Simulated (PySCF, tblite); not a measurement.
**C2H6AsB2O radical: geometry, infrared bands and EPR parameters**

Aim: predict the infrared bands and EPR parameters of C2H6AsB2O radical (`[BH]OB([AsH2])C=C`).

Computed with tblite 0.8.0 and PySCF 2.14.0, with density-fitted response routines of our own, on a single molecule in the gas phase. Atoms count from 0, in the outputs and in this text.

## Step 1: Starting geometry

12 atoms, charge 0, multiplicity 2; geometry from: force field or distance geometry start.

Bonds of the start (Å): B0–O1 1.45, O1–B2 1.46, B2–As3 1.99, B2–C4 1.59, C4–C5 1.33, B0–H6 1.19, As3–H7 1.54, As3–H8 1.54, C4–H9 1.09, C5–H10 1.09, C5–H11 1.09.

## Step 2: Relaxing the molecule with GFN2-xTB

Job settings and geometry (Å):

```
{"job": {"kind": "relax", "xc": "GFN2-xTB", "basis": "xTB"}, "charge": 0, "multiplicity": 2}
B      0.769400     2.221500    -0.833900
O      0.218300     1.038500    -1.454700
B      0.309900    -0.143700    -0.604400
As     1.883100    -0.754700     0.449600
C     -1.065700    -0.883400    -0.319300
C     -1.906900    -0.474200     0.619400
H      0.195000     2.819100     0.024800
H      2.828300    -1.734200    -0.267700
H      2.583200     0.318500     1.305300
H     -1.277300    -1.744300    -0.952700
H     -1.714700     0.381500     1.259400
H     -2.821400    -1.045300     0.748200
```

On the command line:

```sh
OMP_NUM_THREADS=1 python probes_run.py task.json out
```

The driver reads the jobs from task.json and runs them one after another.

**Question.** This job is followed by: GFN2-xTB harmonic vibrations, gas phase; UKS B3LYP, def2-TZVP-core on As, pcH-1 on B C H O, non-relativistic, mean-field spin-orbit, GIAO. What will the session give for the following? strongest single infrared mode (GFN2-xTB); zero-point energy (GFN2-xTB); g(iso) (B3LYP); ⟨S²⟩; largest a(iso) (averaged by class); surface potential, 1st and 99th percentile.

As calculated:

| quantity | value |
| --- | --- |
| strongest single infrared mode (GFN2-xTB) | 1793 cm⁻¹, 1051 km/mol |
| zero-point energy (GFN2-xTB) | 46.3 kcal/mol |
| g(iso) (B3LYP) | 2.00117 |
| ⟨S²⟩ | 0.759 (exact 0.75) |
| largest a(iso) (averaged by class) | 11B on B0, 197.6 MHz |
| surface potential, 1st and 99th percentile | -0.74 V and 1.41 V |

What this shows: The optimisation took 109 steps and gained 3.203 eV; among the close pairs (by a distance rule), B0–O1 changed most, from 1.445 to 1.230 Å. All 30 modes are real, so the xTB geometry is a minimum. The strongest single mode, at 1793 cm⁻¹, moves mainly H7. Unscaled tight-binding wavenumbers are off by several per cent, some by more. Its intensities can rank the bands wrongly. B0 carries the largest spin population, 0.72 e. The isotropic g lies 1.1 ppt below the free-electron value. The hyperfine terms hold no scalar relativity, which the heavier nuclei need.
